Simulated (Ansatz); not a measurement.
# C2H6O2Si: the cost of one run

Program: Ansatz 0.2.0. Level of theory: RKS PBE0-D4/def2-SVP. These are calculated values, not measurements.

### 1 The structure to begin with

Bond lengths: O1–C2 1.181 Å, C2–O3 1.356 Å, O3–C4 1.372 Å, C4–Si5 1.915 Å, C2–H6 1.113 Å, C4–H7 1.071 Å, C4–H8 1.111 Å, Si5–H9 1.528 Å, Si5–H10 1.463 Å, Si5–H11 1.471 Å. Angles (14 of 16 angles, heavy atoms first): O1–C2–O3 125.3°, C2–O3–C4 119.6°, O3–C4–Si5 117.7°, O1–C2–H6 124.5°, O3–C2–H6 110.2°, O3–C4–H7 110.6°, O3–C4–H8 108.9°, Si5–C4–H7 107.2°, Si5–C4–H8 106.7°, C4–Si5–H9 110.2°, C4–Si5–H10 107.8°, C4–Si5–H11 111.3°, H7–C4–H8 104.9°, H9–Si5–H10 107.8°.

As a file:

```xyz
11

O    -0.3397    0.4481    2.2029
C     0.7412    0.6103    1.7550
O     1.2010    0.0668    0.6005
C     0.3782   -0.7418   -0.1423
Si   -0.8071    0.0990   -1.3900
H     1.5404    1.2151    2.2401
H     0.9521   -1.4644   -0.6869
H    -0.2557   -1.3410    0.5465
H    -1.6738    1.1370   -0.6788
H     0.0097    0.8005   -2.3809
H    -1.6809   -0.8867   -2.0456
```

### 2 Relaxing end A

Contents of input.yaml:

```yaml
crystal:
  periodic: [false, false, false]
  atoms:
    - { symbol: O, position_ang: [-0.3397, 0.4481, 2.2029] }
    - { symbol: C, position_ang: [0.7412, 0.6103, 1.755] }
    - { symbol: O, position_ang: [1.201, 0.0668, 0.6005] }
    - { symbol: C, position_ang: [0.3782, -0.7418, -0.1423] }
    - { symbol: Si, position_ang: [-0.8071, 0.099, -1.39] }
    - { symbol: H, position_ang: [1.5404, 1.2151, 2.2401] }
    - { symbol: H, position_ang: [0.9521, -1.4644, -0.6869] }
    - { symbol: H, position_ang: [-0.2557, -1.341, 0.5465] }
    - { symbol: H, position_ang: [-1.6738, 1.137, -0.6788] }
    - { symbol: H, position_ang: [0.0097, 0.8005, -2.3809] }
    - { symbol: H, position_ang: [-1.6809, -0.8867, -2.0456] }
basis:
  gaussian: { orbitals: def2-SVP }
hamiltonian:
  xc: pbe0
  dispersion: d4
relax:
  f_tol: 0.015
  max_steps: 40
```

Started as:

```console
> ansatz run input.yaml --threads 2 --pin off --max-ram 3072MiB --backend cpu --events-out ev --progress --plain --runs-dir out
```

What time and memory should one allow on 2 threads of Arm Neoverse V1, shared host?

About 25 s, with a peak of 0.22 GiB.
